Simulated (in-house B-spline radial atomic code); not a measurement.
# Lu¹⁰⁺: binding energies from hole states

Wanted: ΔSCF binding energies of Lu¹⁰⁺.

Program: in-house B-spline radial atomic code version 1. Level of theory: Dirac-Hartree-Fock, average of configuration, Fermi nucleus, basis-set limit. These are calculated values, not measurements, unless marked.

## (1) What is computed

| Quantity | Value |
| --- | --- |
| element | lutetium (Z = 71) |
| charge | +10 |
| electrons | 61 |
| configuration | [Kr] 4d10 4f12 5s2 5p1 |
| Hamiltonian | Dirac-Coulomb |
| nucleus | Fermi, rms radius 5.370 fm |

Outer shells as boxes (Hund's rule):

[Kr] 4d10 4f12 5s2 5p1
```
[Kr] core
4d [↑↓][↑↓][↑↓][↑↓][↑↓]
4f [↑↓][↑↓][↑↓][↑↓][↑↓][↑ ][↑ ]
5s [↑↓]
5p [↑ ][  ][  ]
```

The boxes draw the filling by Hund's rule, which heavy ions in jj coupling don't follow; these runs average over all states of the configuration.

Settings of the run:

```ini
Z = 71
electrons = 61.0
configuration = [Kr] 4d10 4f12 5s2 5p1
hamiltonian = dirac
method = hf
spin_polarised = False
nucleus = fermi
rms_radius = 5.37
mass_number = 175
atomic_mass = 174.940777211
speed_of_light = 137.035999084
```

The reference is known from an earlier run: -14542.371673 hartree in all. Up to eight levels, counted from the top:

| orbital | occupation | energy (eV) | <r> (bohr) |
| --- | --- | --- | --- |
| 4p3/2 | 4 | -562.98 | 0.5149 |
| 4d3/2 | 4 | -405.47 | 0.5348 |
| 4d5/2 | 6 | -394.96 | 0.5455 |
| 5s1/2 | 2 | -224.15 | 1.070 |
| 4f5/2 | 5.14286 | -199.79 | 0.6136 |
| 4f7/2 | 6.85714 | -198.01 | 0.6205 |
| 5p1/2 | 0.333333 | -196.99 | 1.138 |
| 5p3/2 | 0.666667 | -186.69 | 1.198 |

## (2) The 4d3/2 hole

In configurations, a minus sign after the shell means j = l − 1/2 and a plus sign j = l + 1/2; the count of electrons follows.

Settings of the run:

```ini
Z = 71
electrons = 60.0
configuration = 1s2 2s2 2p6 3s2 3p6 3d10 4s2 4p6 4d-3 4d+6 4f12 5s2 5p1
hamiltonian = dirac
method = hf
spin_polarised = False
nucleus = fermi
rms_radius = 5.37
mass_number = 175
atomic_mass = 174.940777211
speed_of_light = 137.035999084
```

## (3) The 4d5/2 hole

The settings differ from step 2 so:

```diff
@@ -2,3 +2,3 @@
 electrons = 60.0
-configuration = 1s2 2s2 2p6 3s2 3p6 3d10 4s2 4p6 4d-3 4d+6 4f12 5s2 5p1
+configuration = 1s2 2s2 2p6 3s2 3p6 3d10 4s2 4p6 4d-4 4d+5 4f12 5s2 5p1
 hamiltonian = dirac
```

## (4) The 4f hole

The settings differ from step 3 so:

```diff
@@ -2,3 +2,3 @@
 electrons = 60.0
-configuration = 1s2 2s2 2p6 3s2 3p6 3d10 4s2 4p6 4d-4 4d+5 4f12 5s2 5p1
+configuration = 1s2 2s2 2p6 3s2 3p6 3d10 4s2 4p6 4d10 4f11 5s2 5p1
 hamiltonian = dirac
```

## (5) The 5s hole

The settings differ from step 4 so:

```diff
@@ -2,3 +2,3 @@
 electrons = 60.0
-configuration = 1s2 2s2 2p6 3s2 3p6 3d10 4s2 4p6 4d10 4f11 5s2 5p1
+configuration = 1s2 2s2 2p6 3s2 3p6 3d10 4s2 4p6 4d10 4f12 5s1 5p1
 hamiltonian = dirac
```

## (6) The 5p hole

The settings differ from step 5 so:

```diff
@@ -2,3 +2,3 @@
 electrons = 60.0
-configuration = 1s2 2s2 2p6 3s2 3p6 3d10 4s2 4p6 4d10 4f12 5s1 5p1
+configuration = 1s2 2s2 2p6 3s2 3p6 3d10 4s2 4p6 4d10 4f12 5s2
 hamiltonian = dirac
```

**Question.** What does each hole state cost in eV, and how does that compare with the orbital energies or single holes?

The runs gave:

| hole | ΔSCF (eV) | with Breit, QED, recoil (eV) | −ε of the parent (eV) | −ε less ΔSCF (eV) |
| --- | --- | --- | --- | --- |
| 4d3/2 | 399.74 | 399.37 | 405.47 | 5.73 |
| 4d5/2 | 389.50 | 389.33 | 394.96 | 5.45 |
| 4f | 194.26 | 194.38 | - | - |
| 5s | 223.55 | 223.20 | 224.15 | 0.60 |
| 5p | 189.71 | 189.52 | - | - |

Koopmans' values overshoot, as they freeze the orbitals; relaxation lowers the cost by 5.7 eV for 4d3/2 and 0.60 eV for 5s. A dash stands where an open shell is averaged over j, so that no single parent level belongs to the hole. Values are for the free ion, measured from the vacuum level.
